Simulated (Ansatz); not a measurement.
Here is an Ansatz 0.2.0 calculation.

input.yaml

```yaml
crystal:
  lattice:
    - [0.0, 3.235, 3.235]
    - [3.235, 0.0, 3.235]
    - [3.235, 3.235, 0.0]
  atoms:
    - { symbol: Bi, position: [0.0, 0.0, 0.0] }
    - { symbol: Te, position: [0.5, 0.5, 0.5] }
kpoints:
  mp_grid: { grid: [5, 5, 5] }
scf:
  occupations: { method: fermi_dirac, width: 0.04 }
hamiltonian:
  xc: pbe
  pseudopotentials: { kind: all_electron, lapw: { basis_error: 0.002 } }
output:
  forces: true
  stress: true
  eigenvalues: true
```

Potentials or basis: all-electron LAPW, scalar-relativistic.

The run is started by

```bash
$ ansatz run input.yaml --threads 1 --pin off --max-ram 2560MiB --backend cpu --events-out ev --progress --plain --runs-dir out
```

Estimate the band gap on the k mesh.

none (metal or under the smearing width).

Estimate the pressure.

0.7 GPa.

Caveat: spin-orbit coupling is left out, which moves the levels of the heavy elements.
